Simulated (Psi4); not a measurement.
# CHClFNSi (SMILES FC1=N[SiH]1Cl) at HF/STO-3G

Aim: the vertical singlet–triplet gap of CHClFNSi at HF/STO-3G, from 2 runs. 

Program for the calculation: Psi4 1.11.

2 further runs of the same task are left out: 2 set aside as unsound or not needed.

## (1) Starting point

CHClFNSi has 6 atoms, charge 0, and is taken as a singlet. SMILES: `FC1=N[SiH]1Cl`. The coordinates come from a PBE0-D4/def2-TZVP relaxation.

Bond lengths: F1–C2 1.310 Å, C2–N3 1.270 Å, C2–Si4 1.756 Å, N3–Si4 1.774 Å, Si4–Cl5 2.023 Å, Si4–H6 1.469 Å. Angles: F1–C2–N3 128.1°, F1–C2–Si4 162.2°, N3–C2–Si4 69.7°, C2–N3–Si4 68.1°, C2–Si4–N3 42.2°, C2–Si4–Cl5 123.2°, N3–Si4–Cl5 119.8°, C2–Si4–H6 125.2°, N3–Si4–H6 120.9°, Cl5–Si4–H6 109.4°.

## (2) Energy and forces at HF/STO-3G

The input, job.json:

```json
{
 "schema_name": "qcschema_input",
 "schema_version": 1,
 "molecule": {
  "schema_name": "qcschema_molecule",
  "schema_version": 2,
  "symbols": ["F", "C", "N", "Si", "Cl", "H"],
  "geometry": [0.29914365, -4.31103221, -1.20696808, 0.40931468, -1.97230716, -0.40081091, 2.34382731, -0.74020572, 0.30424591, -0.44200694, 1.12098554, 0.44370769, -0.99342902, 3.91211102, -2.10987922, -1.53748117, 1.86969503, 2.88258823],
  "molecular_charge": 0,
  "molecular_multiplicity": 1,
  "fix_symmetry": "c1"
 },
 "driver": "gradient",
 "model": {
  "method": "scf",
  "basis": "STO-3G"
 },
 "keywords": {
  "puream": true,
  "e_convergence": 1e-09,
  "d_convergence": 1e-08,
  "scf_type": "pk"
 }
}
```

Run with:

```sh
psi4 --qcschema job.json -n 1 --memory 2200MB
```

stdout, shortened:

```text
[...]
  Running in c1 symmetry.
[...]
  Nuclear repulsion =  257.916144839213473
[...]
  Multiplicity = 1
[...]
  Nalpha       = 27
  Nbeta        = 27
[...]
    Number of basis functions: 34
[...]
   @RHF iter   1:  -929.72795670421579   -1.96075e+00   1.46708e-02 ADIIS/DIIS
[...]
   @RHF iter  13:  -929.91097491279208   -5.68434e-13   4.06993e-09 DIIS
[...]
    Orbital Energies [Eh]
    ---------------------
    Doubly Occupied:
       1A   -103.668668     2A    -68.101250     3A    -26.017197
       4A    -15.316720     5A    -11.129214     6A    -10.360039
       7A     -7.803853     8A     -7.798285     9A     -7.798217
      10A     -6.079572    11A     -4.107118    12A     -4.104678
      13A     -4.103868    14A     -1.562891    15A     -1.219612
      16A     -1.031987    17A     -0.719230    18A     -0.705506
      19A     -0.603487    20A     -0.589069    21A     -0.554755
      22A     -0.493721    23A     -0.452684    24A     -0.426417
      25A     -0.399895    26A     -0.361893    27A     -0.291193
[...]
  @RHF Final Energy:  -929.91097491279208
   => Energetics <=
    Nuclear Repulsion Energy =            257.9161448392134730
    One-Electron Energy =               -1804.0521991750304096
    Two-Electron Energy =                 616.2250794230247948
    Total Energy =                       -929.9109749127920850
[...]
 Multipole Moments:
 ------------------------------------------------------------------------------------
     Multipole            Electronic (a.u.)      Nuclear  (a.u.)        Total (a.u.)
 ------------------------------------------------------------------------------------
 L = 1.  Multiply by 2.5417464519 to convert [e a0] to [Debye]
 Dipole X            :         -0.2991283           -0.4624778           -0.7616061
 Dipole Y            :         -1.6638953            1.4357175           -0.2281778
 Dipole Z            :         -2.0044904            2.7001277            0.6956373
 Magnitude           :                                                    1.0564186
[...]
  -Total Gradient:
     Atom            X                  Y                   Z
    ------   -----------------  -----------------  -----------------
       1        0.010524785536     0.032789135842     0.012085476792
       2        0.031327126488    -0.019382888372     0.000663782143
       3       -0.043820520621    -0.027564833290    -0.015534899418
       4        0.007258100933     0.023586972706    -0.040138958461
       5        0.003851308991    -0.018286589276     0.020093872205
       6       -0.009140801322     0.008858202386     0.022830726746
[...]
```

The result, in JSON:

```text
{
 "driver": "gradient",
 "model": {
  "method": "scf",
  "basis": "STO-3G"
 },
 "success": true,
 "return_result": [0.01052478553606177, 0.03278913584155746, 0.012085476792246308, 0.03132712648809094, -0.019382888372296046, 0.0006637821426860105, -0.04382052062070352, -0.02756483329035575, -0.015534899418476467, 0.0072581009333461816, 0.023586972706096027, -0.040138958461278296, 0.0038513089912222895, -0.01828658927609389, 0.020093872204819535, -0.00914080132215958, 0.008858202385836483, 0.022830726745560942],
 "properties": {
  "calcinfo_nbasis": 34,
  "calcinfo_nmo": 34,
  "calcinfo_nalpha": 27,
  "calcinfo_nbeta": 27,
  "calcinfo_natom": 6,
  "nuclear_repulsion_energy": 257.9161448392135,
  "return_energy": -929.9109749127921,
  "return_gradient": [0.01052478553606177, 0.03278913584155746, 0.012085476792246308, 0.03132712648809094, -0.019382888372296046, 0.0006637821426860105, -0.04382052062070352, -0.02756483329035575, -0.015534899418476467, 0.0072581009333461816, 0.023586972706096027, -0.040138958461278296, 0.0038513089912222895, -0.01828658927609389, 0.020093872204819535, -0.00914080132215958, 0.008858202385836483, 0.022830726745560942],
  "scf_one_electron_energy": -1804.0521991750304,
  "scf_two_electron_energy": 616.2250794230248,
  "scf_dipole_moment": [-0.7616061373659753, -0.2281778058328241, 0.6956373438379124],
  "scf_total_energy": -929.9109749127921,
  "scf_total_gradient": [0.01052478553606177, 0.03278913584155746, 0.012085476792246308, 0.03132712648809094, -0.019382888372296046, 0.0006637821426860105, -0.04382052062070352, -0.02756483329035575, -0.015534899418476467, 0.0072581009333461816, 0.023586972706096027, -0.040138958461278296, 0.0038513089912222895, -0.01828658927609389, 0.020093872204819535, -0.00914080132215958, 0.008858202385836483, 0.022830726745560942],
  "scf_iterations": 13
 }
}
```

Wall time 4.2 s (1 thread of Intel Xeon Platinum 8259CL at 2.50GHz (Skylake/Cascade Lake), shared host); peak memory 0.18 GiB.

## (3) The triplet: a single-point energy at UHF/STO-3G

The input, calc.py:

```python
import psi4

psi4.set_memory(2200000000)
psi4.set_num_threads(1)
psi4.core.set_output_file('output.dat', False)

molecule = psi4.geometry("""
0 3
F
C 1 1.310359
N 2 1.269752 1 128.06143
Si 2 1.755594 3 69.71529 1 -178.74288
Cl 4 2.023039 2 123.20994 3 99.35372
H 4 1.469243 2 125.1896 3 -99.10552
symmetry c1
no_reorient
no_com
""")

psi4.set_options({
    'reference': 'uhf',
    'puream': True,
    'e_convergence': 1e-09,
    'd_convergence': 1e-08,
    'scf_type': 'pk',
    'maxiter': 100,
})

result, w = psi4.energy('scf/STO-3G', return_wfn=True)
psi4.oeprop(w, 'LOWDIN_CHARGES', 'DIPOLE', 'WIBERG_LOWDIN_INDICES')
print(f'scf/STO-3G energy: {result:.10f} Eh')
for k, v in sorted(psi4.core.scalar_variables().items()):
    print(f'{k:45s} {v:18.10f}')
```

Run with:

```sh
python calc.py
```

output.dat, shortened:

```text
[...]
  Running in c1 symmetry.
[...]
  Nuclear repulsion =  257.916157043417343
[...]
  Multiplicity = 3
[...]
  Nalpha       = 28
  Nbeta        = 26
[...]
    Number of basis functions: 34
[...]
   @UHF iter   1:  -929.56637550572418   -1.79917e+00   1.40284e-02 ADIIS/DIIS
[...]
   @UHF iter  22:  -929.77576201437319   -9.09495e-13   4.54185e-09 DIIS
[...]
   @S^2 Observed:                2.019991218E+00
[...]
    Orbital Energies [Eh]
    ---------------------
    Alpha Occupied:
       1A   -103.677094     2A    -68.131382     3A    -25.964505
       4A    -15.309195     5A    -11.033743     6A    -10.368169
       7A     -7.811494     8A     -7.806862     9A     -7.806247
      10A     -6.105045    11A     -4.133760    12A     -4.130378
      13A     -4.128472    14A     -1.519301    15A     -1.219408
      16A     -1.040022    17A     -0.747039    18A     -0.694880
      19A     -0.619667    20A     -0.591999    21A     -0.561354
      22A     -0.503256    23A     -0.456341    24A     -0.443404
      25A     -0.431407    26A     -0.403089    27A     -0.328244
      28A     -0.159066
    Alpha Virtual:
[...]
  @UHF Final Energy:  -929.77576201437319
   => Energetics <=
    Nuclear Repulsion Energy =            257.9161570434173427
    One-Electron Energy =               -1804.3490331022683222
    Two-Electron Energy =                 616.6571140444777939
    Total Energy =                       -929.7757620143731856
  UHF NO Occupations:
  HONO-2 :   26  A 1.9956156
  HONO-1 :   27  A 1.0000000
[...]
 Multipole Moments:
 ------------------------------------------------------------------------------------
     Multipole            Electronic (a.u.)      Nuclear  (a.u.)        Total (a.u.)
 ------------------------------------------------------------------------------------
 L = 1.  Multiply by 2.5417464519 to convert [e a0] to [Debye]
 Dipole X            :          1.3370275           -2.1430174           -0.8059899
 Dipole Y            :          0.1442284            0.2635136            0.4077419
 Dipole Z            :         -1.7756075            2.2144746            0.4388671
 Magnitude           :                                                    1.0042298
[...]
```

Standard output:

```text
scf/STO-3G energy: -929.7757620144 Eh
CURRENT ENERGY                                   -929.7757620144
CURRENT REFERENCE ENERGY                         -929.7757620144
DD SOLVATION ENERGY                                 0.0000000000
HF KINETIC ENERGY                                 916.4809462613
HF POTENTIAL ENERGY                             -1846.2567082756
HF TOTAL ENERGY                                  -929.7757620144
HF VIRIAL RATIO                                     2.0145063744
NUCLEAR REPULSION ENERGY                          257.9161570434
ONE-ELECTRON ENERGY                             -1804.3490331023
PCM POLARIZATION ENERGY                             0.0000000000
PE ENERGY                                           0.0000000000
SCF ITERATION ENERGY                             -929.7757620144
SCF ITERATIONS                                     22.0000000000
SCF TOTAL ENERGY                                 -929.7757620144
TWO-ELECTRON ENERGY                               616.6571140445
```

It took 3.6 s on 1 thread of Intel Xeon Platinum 8259CL at 2.50GHz (Skylake/Cascade Lake), shared host; peak memory 0.18 GiB.

## (4) Summary of results

At HF/STO-3G:

```
                                        quantity          value
                           singlet: total energy  -929.91097 Eh
                          singlet: dipole moment         2.69 D
                            singlet: HOMO energy       -7.92 eV
                            singlet: LUMO energy        7.41 eV
                          singlet: HOMO–LUMO gap       15.34 eV
               singlet: largest force on an atom     2.779 eV/Å
                           triplet: total energy  -929.77576 Eh
                          triplet: dipole moment         2.55 D
     triplet: HOMO energy (highest over α and β)       -4.33 eV
      triplet: LUMO energy (lowest over α and β)        3.69 eV
                                   triplet: ⟨S²⟩          2.020
vertical energy of the triplet above the singlet       3.679 eV
```

What this shows: At this shape the triplet lies 3.68 eV (85 kcal/mol) above the singlet. The largest force (singlet) is 2.78 eV/Å: the shape isn't a stationary point for this species at this level. In a minimal basis such a difference can be off by several eV, whatever the method.
